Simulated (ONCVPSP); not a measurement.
# Pseudopotential generation for Ge: ONCV, PBEsol

Do these settings give a usable potential? It is generated, then checked for transferability, scattering, ghosts and hardness.

Program: ONCVPSP 4.0.1.1 (patched build). Reference atom: PBEsol, scalar-relativistic, spherical and spin-unpolarised. All values are calculated.

**1. The design**

Typed settings, in words:

```json
{
 "element": "germanium (Ge, Z = 32)",
 "type": "optimised norm-conserving Vanderbilt (ONCV)",
 "frozen core": "[Ar] 3d10",
 "valence charge": "4",
 "reference configuration": "4s2 4p2",
 "partial waves": "4s: rc 1.50 bohr, ncon 4, nbas 9, qcut 4 1/bohr, local; 4p: rc 2.35 bohr, ncon 4, nbas 8, qcut 2.9 1/bohr, 2 projectors, debl 3.6 Ha; d scattering state at 0.07 Ha: rc 1.95 bohr, ncon 4, nbas 8, qcut 5.2 1/bohr, 2 projectors, debl 1 Ha",
 "local potential": "the s channel",
 "core correction": "polynomial model core, fcfact 0.45"
}
```

**2. Generating the potential**

Ge.dat

```
# ATOM AND REFERENCE CONFIGURATION
# atsym  z   nc   nv     iexc    psfile
  Ge 32.00    6    2  -116133      upf
#
#   n    l    f
    1    0    2.00
    2    0    2.00
    2    1    6.00
    3    0    2.00
    3    1    6.00
    3    2   10.00
    4    0    2.00
    4    1    2.00
#
# PSEUDOPOTENTIAL AND OPTIMIZATION
# lmax
    2
#
#   l,   rc,      ep,       ncon, nbas, qcut
    0    1.50    0.00    4    9    4.00
    1    2.35    0.00    4    8    2.90
    2    1.95    0.07    4    8    5.20
#
# LOCAL POTENTIAL
# lloc, lpopt,  rc(5),   dvloc0
    0    5    1.50    0.00
#
# VANDERBILT-KLEINMAN-BYLANDER PROJECTORs
# l, nproj, debl
    0    0    3.70
    1    2    3.60
    2    2    1.00
#
# MODEL CORE CHARGE
# icmod, fcfact, rcfact
    1    0.45    0.00
#
# LOG DERIVATIVE ANALYSIS
# epsh1, epsh2, depsh
   -2.00    5.00    0.02
#
# OUTPUT GRID
# rlmax, drl
    6.00    0.01
#
# TEST CONFIGURATIONS
# ncnf
    4
# nvcnf
#   n    l    f
    2
    4    0    2.00
    4    1    1.00
#
    2
    4    0    2.00
    4    1    0.00
#
    2
    4    0    1.00
    4    1    0.00
#
    2
    4    0    2.00
    4    1    1.50
#
```

The run is started by

```sh
$ oncvpsp.x < Ge.dat > Ge.out
```

**Question.** What will these runs give? Wanted: cutoffs for 1 and 0.1 mHa per electron, occupied waves; bound ghosts; GHOST(+) flags; largest test error; largest phase difference near zero energy, channels read; rms error of d²Exc/dn², without and with the model core.

As calculated:

| quantity | value |
| --- | --- |
| cutoffs for 1 and 0.1 mHa per electron, occupied waves | 8.8 Ha and 29 Ha |
| bound ghosts | d at -7.77 eV |
| GHOST(+) flags | p at 141 eV |
| largest test error (AE − PS) | -327 meV, for 4s1 4p0 |
| largest phase difference near zero energy, channels read | 2.975 rad |
| rms error of d²Exc/dn², without and with the model core | 5.85 and 0.21 mHa |

What this shows: It has a bound ghost (d), a state that the atom doesn't have, and that rules the file out. The worst unpolarised test, 4s1 4p0, is off by 327 meV on 57.7 eV; by total energies transferability rates as poor. That test lies far up in energy; among those under 40 eV, nearer to bonding, the largest error is 63 meV. By its cutoff, 8.8 Ha for the looser tolerance, it is soft on the atom. The tighter tolerance needs 29 Ha, and converged work needs a cutoff nearer that. At the looser tolerance the 4s wave is the slowest; 4p needs 3 Ha. Near zero energy the largest phase difference among the channels read is 2.98 rad, in the d channel (at the energies tabulated). A step near π is an extra or missing state, not a misfit of shape. The pseudo curves have a pole with no partner nearby in the atom's: d at -0.28 Ha. The program also flags highly localised states, GHOST(+) (p).
